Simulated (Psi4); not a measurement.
**InH2OF (SMILES [OH][InH][F]) at CAM-B3LYP/def2-SVP (core potential)**

What is the vertical singlet–triplet gap of InH2OF at CAM-B3LYP/def2-SVP (core potential)? 

Program for the calculation: Psi4 1.11.

8 further runs of the same task are left out: 7 that didn't finish, 1 set aside as unsound or not needed.

## 1. The system as given

The species is InH2OF (5 atoms), meant as a singlet with charge 0. SMILES: `[OH][InH][F]`. Geometry: relaxed at PBE0-D4/def2-TZVP. This is a higher conformer, about 10 kJ/mol above the lowest found by a separate search.

Bond lengths: O1–In2 1.966 Å, In2–F3 1.944 Å, O1–H4 0.960 Å, In2–H5 1.691 Å. Angles: O1–In2–F3 106.4°, O1–In2–H5 133.9°, F3–In2–H5 119.7°, In2–O1–H4 113.6°.

## 2. Energy and gradient at CAM-B3LYP/def2-SVP (core potential)

Contents of calc.py:

```python
import psi4

psi4.set_memory('2200 MB')
psi4.set_num_threads(1)
psi4.core.set_output_file('output.dat', False)

molecule = psi4.geometry("""
0 1
O
In 1 1.96648
F 2 1.943562 1 106.41365
H 1 0.960037 2 113.64659 3 179.99724
H 2 1.691029 3 119.71659 1 179.99596
symmetry c1
""")

psi4.set_options({
    'basis': 'def2-SVP',
    'puream': True,
    'e_convergence': 1e-09,
    'd_convergence': 1e-08,
    'scf_type': 'pk',
    'dft_radial_points': 99,
    'dft_spherical_points': 590,
})

result, w = psi4.gradient('cam-b3lyp', molecule=molecule, return_wfn=True)
psi4.oeprop(w, 'WIBERG_LOWDIN_INDICES', 'MULLIKEN_CHARGES', 'QUADRUPOLE')
print('gradient / Eh bohr^-1')
print(result.np.round(6))
print(f'energy = {w.energy():.10f} Eh')
```

The run is started by

```sh
python calc.py
```

output.dat:

```text
[...]
    !!!  WARNING: ECP capability is in beta. Please check occupations closely.  !!!
[...]
  Running in c1 symmetry.
[...]
  Nuclear repulsion =  128.357233260651554
[...]
  Multiplicity = 1
[...]
  Nalpha       = 20
  Nbeta        = 20
[...]
    Number of basis functions: 64
[...]
   @RKS iter   1:  -365.91423692842216   -1.39399e+00   1.35379e-02 DIIS/ADIIS
[...]
   @RKS iter  12:  -366.20798807123305   -1.36424e-12   2.16049e-09 DIIS
[...]
  @RKS Final Energy:  -366.20798807123305
   => Energetics <=
    Nuclear Repulsion Energy =            128.3572332606515545
    One-Electron Energy =                -835.7328508794997788
    Two-Electron Energy =                 367.8713069842453933
    DFT Exchange-Correlation Energy =     -26.7036774366302474
    Empirical Dispersion Energy =           0.0000000000000000
    VV10 Nonlocal Energy =                  0.0000000000000000
    Total Energy =                       -366.2079880712330464
[...]
  -Total Gradient:
     Atom            X                  Y                   Z
    ------   -----------------  -----------------  -----------------
       1       -0.000000783977     0.003304168861     0.001804183786
       2        0.000002795386    -0.000534209680    -0.002982983120
       3       -0.000000932893     0.002433293151    -0.001228299983
       4       -0.000000064745    -0.004426010384     0.003151676462
       5       -0.000001070079    -0.000936760131    -0.000721536580
[...]
 Multipole Moments:
 ------------------------------------------------------------------------------------
     Multipole            Electronic (a.u.)      Nuclear  (a.u.)        Total (a.u.)
 ------------------------------------------------------------------------------------
 L = 1.  Multiply by 2.5417464519 to convert [e a0] to [Debye]
 Dipole X            :          0.0002213           -0.0002026            0.0000188
 Dipole Y            :         12.8149678          -11.1705862            1.6443816
 Dipole Z            :         11.6957024          -11.5669602            0.1287422
 Magnitude           :                                                    1.6494136
 L = 2.  Multiply by 1.3450342976 to convert [e a0^2] to [Debye ang]
 Quadrupole XX       :        -22.7210054            0.0000000          -22.7210054
 Quadrupole XY       :          0.0007311           -0.0007185            0.0000126
[...]
  Mulliken Charges: (a.u.)
   Center  Symbol    Alpha    Beta     Spin     Total
       1     O     4.23248  4.23248  0.00000 -0.46496
       2    IN    10.10099 10.10099  0.00000  0.79801
       3     F     4.72232  4.72232  0.00000 -0.44463
       4     H     0.40973  0.40973  0.00000  0.18054
       5     H     0.53448  0.53448  0.00000 -0.06897
   Total alpha = 20.00000, Total beta = 20.00000, Total charge = -0.00000
  Wiberg Bond Indices using Orthogonal Lowdin Orbitals:
[...]
```

On the terminal:

```text
gradient / Eh bohr^-1
[[-1.000e-06  3.304e-03  1.804e-03]
 [ 3.000e-06 -5.340e-04 -2.983e-03]
 [-1.000e-06  2.433e-03 -1.228e-03]
 [-0.000e+00 -4.426e-03  3.152e-03]
 [-1.000e-06 -9.370e-04 -7.220e-04]]
energy = -366.2079880712 Eh
```

It took 29 s on 1 thread of Intel Xeon at 2.50GHz (Skylake/Cascade Lake), shared host; peak memory 0.67 GiB.

## 3. The triplet at the same level

Contents of calc.in:

```
memory 2200 mb

molecule molecule1 {
  0 3
  O
  In 1 R2
  F 2 R3 1 A3
  H 1 R4 2 A4 3 D4
  H 2 R5 3 A5 1 D5

  R2 = 1.96648
  R3 = 1.943562
  A3 = 106.41365
  R4 = 0.960037
  A4 = 113.64659
  D4 = 179.99724
  R5 = 1.691029
  A5 = 119.71659
  D5 = 179.99596
  symmetry c1
  no_reorient
  no_com
}

set globals {
  basis def2-SVP
  reference uks
  puream true
  e_convergence 1e-09
  d_convergence 1e-08
  scf_type pk
  dft_radial_points 99
  dft_spherical_points 590
  maxiter 100
}

e, wfn = gradient('cam-b3lyp', return_wfn=True)
oeprop(wfn, 'MULLIKEN_CHARGES', 'DIPOLE', 'WIBERG_LOWDIN_INDICES', title='CAM-B3LYP')
print_variables()
```

The run is started by

```sh
psi4 calc.in calc.out -n 1
```

calc.out:

```text
[...]
    !!!  WARNING: ECP capability is in beta. Please check occupations closely.  !!!
[...]
  Running in c1 symmetry.
[...]
  Nuclear repulsion =  128.357233260651554
[...]
  Multiplicity = 3
[...]
  Nalpha       = 21
  Nbeta        = 19
[...]
    Number of basis functions: 64
[...]
   @UKS iter   1:  -365.60353471705400   -1.08863e+00   1.45507e-02 DIIS/ADIIS
[...]
   @UKS iter  19:  -366.00617899457291   -2.04636e-12   3.74756e-09 DIIS
[...]
   @S^2 Observed:                2.009944590E+00
[...]
  @UKS Final Energy:  -366.00617899457291
   => Energetics <=
    Nuclear Repulsion Energy =            128.3572332606515545
    One-Electron Energy =                -835.2067740172285539
    Two-Electron Energy =                 367.5230701151082258
    DFT Exchange-Correlation Energy =     -26.6797083531041359
    Empirical Dispersion Energy =           0.0000000000000000
    VV10 Nonlocal Energy =                  0.0000000000000000
    Total Energy =                       -366.0061789945729060
[...]
  -Total Gradient:
     Atom            X                  Y                   Z
    ------   -----------------  -----------------  -----------------
       1        0.000007478972     0.006319228402     0.061967931252
       2       -0.000026885344     0.040853305487    -0.020380362756
       3        0.000005811938     0.016033837701    -0.012783008177
       4        0.000000055131    -0.017145438304     0.018210350394
       5        0.000013481864    -0.046220219227    -0.046989985098
[...]
 Multipole Moments:
 ------------------------------------------------------------------------------------
     Multipole            Electronic (a.u.)      Nuclear  (a.u.)        Total (a.u.)
 ------------------------------------------------------------------------------------
 L = 1.  Multiply by 2.5417464519 to convert [e a0] to [Debye]
 Dipole X            :         -0.0001662           -0.0002026           -0.0003688
 Dipole Y            :         12.6597139          -11.1705862            1.4891276
 Dipole Z            :         11.2102742          -11.5669602           -0.3566860
 Magnitude           :                                                    1.5312499
[...]
  Mulliken Charges: (a.u.)
   Center  Symbol    Alpha    Beta     Spin     Total
       1     O     4.42568  3.77359  0.65210 -0.19927
       2    IN    10.56740  9.99261  0.57480  0.43999
       3     F     4.76889  4.64636  0.12253 -0.41525
       4     H     0.42729  0.39511  0.03218  0.17760
       5     H     0.81073  0.19234  0.61839 -0.00308
   Total alpha = 21.00000, Total beta = 19.00000, Total charge =  0.00000
  Wiberg Bond Indices using Orthogonal Lowdin Orbitals:
  Total Bond Index:
[...]
```

Run time: 49 s. Hardware: 1 thread of Intel Xeon at 2.50GHz (Skylake/Cascade Lake), shared host; peak memory 0.67 GiB.

## 4. Summary of results

Level: CAM-B3LYP/def2-SVP (core potential).

```
                                        quantity          value
                           singlet: total energy  -366.20799 Eh
                          singlet: dipole moment         4.19 D
                            singlet: HOMO energy      -10.06 eV
                            singlet: LUMO energy       -0.38 eV
                          singlet: HOMO–LUMO gap        9.68 eV
               singlet: largest force on an atom     0.279 eV/Å
                           triplet: total energy  -366.00618 Eh
                          triplet: dipole moment         3.89 D
     triplet: HOMO energy (highest over α and β)       -4.75 eV
                                   triplet: ⟨S²⟩          2.010
               triplet: largest force on an atom     3.389 eV/Å
vertical energy of the triplet above the singlet       5.492 eV
```

In words: At this shape the triplet lies 5.49 eV (127 kcal/mol) above the singlet. The largest force (singlet) is 0.28 eV/Å: the shape isn't a stationary point for this species at this level. Mulliken charges (singlet) run from -0.46 on O1 to +0.80 on In2.
